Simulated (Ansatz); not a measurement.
# SiBr2 (SMILES Br[Si]Br): levels of theory compared

Wanted: a comparison of 6 runs (HF/3-21G, HF/def2-SVPD, B3LYP/6-31G*, CAM-B3LYP/def2-SVPD, SVWN5/def2-SVPD, wB97M-V/def2-SVPD) of SiBr2. 

The results are computed with Ansatz 0.2.0.

26 further runs of the same task are left out: 1 that didn't finish, 25 set aside as unsound or not needed. Runs told in other sessions of the task aren't counted.

## 1. Starting point

SiBr2 has 3 atoms, charge 0, and is taken as a singlet. As SMILES, `Br[Si]Br`. The Si2–Br3 distance was set to 4.947 Å, away from the relaxed value. At this shape a bond of the SMILES string is far longer than usual.

Bond lengths: Br1–Si2 2.249 Å.

## 2. The energy at HF/3-21G (run 1)

Contents of input.yaml:

```yaml
crystal:
  periodic: [false, false, false]
  atoms:
    - symbol: Br
      position_ang: [0.310305, 3.956040, 0.588581]
    - symbol: Si
      position_ang: [-1.434795, 2.999640, -0.458719]
    - symbol: Br
      position_ang: [-0.216000, -1.792600, -0.307800]
basis:
  gaussian: {orbitals: 3-21G-spherical.json}
hamiltonian: {xc: hf}
accuracy: high
output: {orbitals: {seedname: orbitals}}
```

The basis set 3-21G is read from a file made from the Basis Set Exchange's data (not shown).

Run with:

```bash
$ ansatz run input.yaml --threads 1 --pin off --max-ram 2610MiB --events-out events.jsonl --progress --plain --runs-dir runs
```

What it wrote:

```text
Warning: RAYON_NUM_THREADS=1 ignored (pool sized by the plan → 1); use --threads N
Functional definition: HF
  name "HF"
  exchange = exact_x
  correlation = 0
824 factors; integrals over basis functions are off by at most 6.0e-9 eV
mean field evaluation 1: about -147140.1308 eV, gradient 2.0e1 eV
mean field evaluation 2: about -147140.1561 eV, gradient 2.0e1 eV
mean field evaluation 4: about -147141.3303 eV, gradient 1.3e1 eV
mean field evaluation 8: about -147142.4660 eV, gradient 9.8e-1 eV
mean field evaluation 16: about -147142.4994 eV, gradient 1.2e-3 eV
mean field evaluation 32: about -147142.4469 eV, gradient 4.6e-1 eV
mean field evaluation 64: about -147142.4852 eV, gradient 8.9e-1 eV
mean field -147142.49937886 eV, -5407.3871154049 hartree, gradient 1.5e-8 eV, S^2 0.000000; 0 other end points of the search recorded, 0 dependent functions left out
reference -147142.49937886 eV, -5407.3871154049 hartree; 42, 42 occupied and 15, 15 virtual orbitals, 824 factors
Total energy: -147142.49937886 eV, -5407.3871154049 hartree
```

Wall time 1.4 s (1 thread of Arm Neoverse V2, shared host); peak memory 0.11 GiB.

## 3. The energy at HF/def2-SVPD (run 2)

Contents of run.yaml:

```yaml
basis:
  gaussian:
    orbitals: def2-SVPD
crystal:
  periodic: [false, false, false]
  atoms:
    - symbol: Br
      position_ang: [0.310305, 3.956040, 0.588581]
    - symbol: Si
      position_ang: [-1.434795, 2.999640, -0.458719]
    - symbol: Br
      position_ang: [-0.216000, -1.792600, -0.307800]
hamiltonian:
  xc: hf
accuracy: high
output: {orbitals: {seedname: orbitals}}
```

Run with:

```bash
$ ansatz run run.yaml --threads 1 --pin off --max-ram 2610MiB --events-out events.jsonl --progress --plain --runs-dir runs
```

What it wrote:

```text
Warning: RAYON_NUM_THREADS=1 ignored (pool sized by the plan → 1); use --threads N
[... 4 set-up lines as earlier in the session ...]
1767 factors; integrals over basis functions are off by at most 4.6e-9 eV
mean field evaluation 1: about -147835.5603 eV, gradient 2.3e1 eV
mean field evaluation 2: about -147835.6370 eV, gradient 2.4e1 eV
mean field evaluation 4: about -147837.2549 eV, gradient 1.4e1 eV
mean field evaluation 8: about -147838.2017 eV, gradient 9.3e-1 eV
mean field evaluation 16: about -147838.2822 eV, gradient 1.3e-2 eV
mean field evaluation 32: about -147838.2640 eV, gradient 4.7e-1 eV
mean field -147838.28218297 eV, -5432.9566618374 hartree, gradient 4.7e-8 eV, S^2 0.000000; 0 other end points of the search recorded, 0 dependent functions left out
reference -147838.28218297 eV, -5432.9566618374 hartree; 42, 42 occupied and 64, 64 virtual orbitals, 1767 factors
Total energy: -147838.28218297 eV, -5432.9566618374 hartree
```

It took 4.2 s on 1 thread of Arm Neoverse V2, shared host; peak memory 0.33 GiB.

## 4. The energy at B3LYP/6-31G(d) (spherical functions) (run 3)

Contents of job.yaml:

```yaml
crystal:
  periodic: [false, false, false]
  atoms:
    - {symbol: Br, position_ang: [0.310305, 3.956040, 0.588581]}
    - {symbol: Si, position_ang: [-1.434795, 2.999640, -0.458719]}
    - {symbol: Br, position_ang: [-0.216000, -1.792600, -0.307800]}
basis:
  gaussian:
    orbitals: 6-31G_st_-spherical.json
hamiltonian:
  xc: {name: B3LYP}
accuracy: high
output: {orbitals: {seedname: orbitals}}
```

The basis set 6-31G* is read from a file made from the Basis Set Exchange's data (not shown).

Run with:

```bash
$ ansatz run job.yaml --threads 1 --pin off --max-ram 2610MiB --events-out events.jsonl --progress --plain --runs-dir runs
```

What it wrote, shortened:

```text
Warning: RAYON_NUM_THREADS=1 ignored (pool sized by the plan → 1); use --threads N
Functional definition: B3LYP
  name "B3LYP"
[...]
1344 factors; integrals over basis functions are off by at most 4.3e-9 eV
[...]
mean field -147952.95841014 eV, -5437.1709354554 hartree, gradient 2.8e-8 eV, S^2 0.000000; 9 other end points of the search recorded, 0 dependent functions left out
reference -147952.95844650 eV, -5437.1709367916 hartree; 42, 42 occupied and 40, 40 virtual orbitals, 1344 factors
Total energy: -147952.95844650 eV, -5437.1709367916 hartree
```

It took 23 s on 1 thread of Arm Neoverse V2, shared host; peak memory 0.31 GiB.

Runs 4 to 5 aren't shown in full; the table further down has their settings and results.

## 5. A single-point energy at wB97M-V/def2-SVPD (run 6)

Contents of in.yaml:

```yaml
basis:
  gaussian:
    orbitals: def2-SVPD
crystal:
  periodic: [false, false, false]
  atoms:
    - {symbol: Br, position_ang: [0.310305, 3.956040, 0.588581]}
    - {symbol: Si, position_ang: [-1.434795, 2.999640, -0.458719]}
    - {symbol: Br, position_ang: [-0.216000, -1.792600, -0.307800]}
hamiltonian:
  xc: {name: wB97M-V}
accuracy: high
output: {orbitals: {seedname: orbitals}}
```

Run with:

```bash
$ ansatz run in.yaml --threads 1 --pin off --max-ram 2610MiB --events-out events.jsonl --progress --plain --runs-dir runs
```

What it wrote, shortened:

```text
Warning: RAYON_NUM_THREADS=1 ignored (pool sized by the plan → 1); use --threads N
Functional definition: wB97M-V
  name "wB97M-V"
[...]
  gx(w, u) = 1 - cx + cx01*u + cx10*w
  gss(w, u) = css00 + css04*u^4 + css10*w + css20*w^2 + css43*w^4*u^3
  gos(w, u) = cos00 + cos10*w + (cos20 + cos21*u)*w^2 + (cos60 + cos61*u)*w^6
[...]
      + integral(e_c_pw_mod_opposite_spin*gos(b97_w_opposite, b97_u_opposite)) + vv10(b, c)
1767 factors; integrals over basis functions are off by at most 4.6e-9 eV
506 factors; integrals over basis functions are off by at most 1.6e-9 eV
[...]
mean field -147940.29293245 eV, -5436.7054877354 hartree, gradient 2.7e-8 eV, S^2 0.000000; 4 other end points of the search recorded, 0 dependent functions left out
reference -147940.29293777 eV, -5436.7054879307 hartree; 42, 42 occupied and 64, 64 virtual orbitals, 1767 factors
Total energy: -147940.29293777 eV, -5436.7054879307 hartree
```

Wall time 2.2 min (1 thread of Arm Neoverse V2, shared host); peak memory 0.67 GiB.

## 6. All runs side by side

```
run                               level   energy (Eh)  HOMO energy (eV)  LUMO energy (eV)  HOMO–LUMO gap (eV)  wall time
  1                            HF/3-21G  -5407.387115             -6.74             -3.10                3.64      1.4 s
  2                        HF/def2-SVPD  -5432.956662             -7.21             -3.22                3.99      4.2 s
  3  B3LYP/6-31G* (spherical functions)  -5437.170937             -5.90             -5.15                0.75       23 s
  4                 CAM-B3LYP/def2-SVPD  -5437.259123             -6.92             -4.51                2.41       19 s
  5                     SVWN5/def2-SVPD  -5428.785417                 –                 –                   –       19 s
  6                   wB97M-V/def2-SVPD  -5436.705488             -7.44             -3.86                3.57    2.2 min
```

## 7. Summary of results

| quantity | value |
| --- | --- |
| run 6: total energy | -5436.70549 Eh |
| run 6: HOMO energy | -7.44 eV |
| run 6: LUMO energy | -3.86 eV |
| run 6: HOMO–LUMO gap | 3.57 eV |

In words: Over runs 1, 2, 3, 4, 6 the HOMO–LUMO gap runs from 0.75 eV (B3LYP/6-31G*) to 3.99 eV (HF/def2-SVPD). The two ends differ in method and basis. Totals of different functionals can't be ranked against each other. In all runs a closed-shell determinant meets a far-stretched bond; if it breaks into open shells, such a determinant describes it badly, and no broken-symmetry solution was shown. All runs together took 3.3 min, the longest 2.2 min.
